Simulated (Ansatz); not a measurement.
# Fe3N2: the cost of one run

Program: Ansatz 0.2.0. Level of theory: DFT PBE, scalar-relativistic, plane waves, PAW. These are calculated values, not measurements.

## Step 1: Starting point

The structure is trigonal, space group P-3m1 (No. 164). The conventional cell has a = 3.237 Å, b = 3.237 Å, c = 5.037 Å, α = 90.00°, β = 90.00°, γ = 120.00°. Fe (site symmetry -3m) has 6 N at 2.24 Å as nearest neighbours. Fe (site symmetry 3m) is surrounded by 4 N at 1.95 to 2.01 Å. N (site symmetry 3m) has 7 Fe at 1.95 to 2.24 Å as nearest neighbours.

Structure file:

```
Fe N
1.0
     3.23749    0.00000    0.00000
    -1.61875    2.80375    0.00000
     0.00000    0.00000    5.03702
Fe N
3 2
Direct
  0.00000 0.00000 0.00000
  0.33333 0.66667 0.64500
  0.66667 0.33333 0.35500
  0.33333 0.66667 0.24500
  0.66667 0.33333 0.75500
```

(A quick probe on a coarse mesh, which set the mesh and smearing, is not shown.)

## Step 3: Coarse relaxation

input.yaml

```yaml
crystal:
  lattice:
    - [3.2374945787, 0.0, 0.0]
    - [-1.6187472893, 2.8037525497, 0.0]
    - [0.0, 0.0, 5.037015677]
  atoms:
    - { symbol: Fe, position: [0.0, 0.0, 0.0], spin: 2.9 }
    - { symbol: Fe, position: [0.3333333333, 0.6666666667, 0.645], spin: -0.8 }
    - { symbol: Fe, position: [0.6666666667, 0.3333333333, 0.355], spin: -0.8 }
    - { symbol: "N", position: [0.3333333333, 0.6666666667, 0.245] }
    - { symbol: "N", position: [0.6666666667, 0.3333333333, 0.755] }
basis:
  ecutwfc: 420
kpoints:
  mp_grid: { grid: [6, 6, 4] }
hamiltonian:
  xc: pbe
scf:
  occupations: { method: gaussian, width: 0.1 }
  lower_state_search: "off"
output:
  forces: true
  stress: true
  eigenvalues: true
  populations: true
magnetization:
  spin_polarized: true
relax:
  adjacent_minimum: "off"
  f_tol: 0.04
  max_steps: 70
  cell: { stress_tol: 0.4 }
```

Run with:

```sh
$ ansatz run input.yaml --threads 1 --pin off --max-ram 2560MiB --backend cpu --events-out ev --progress --plain --runs-dir out
```

What time and memory should one allow on 1 thread of Intel Xeon Platinum 8488C (Sapphire Rapids), shared host?

About 2 min, with a peak of 0.42 GiB.
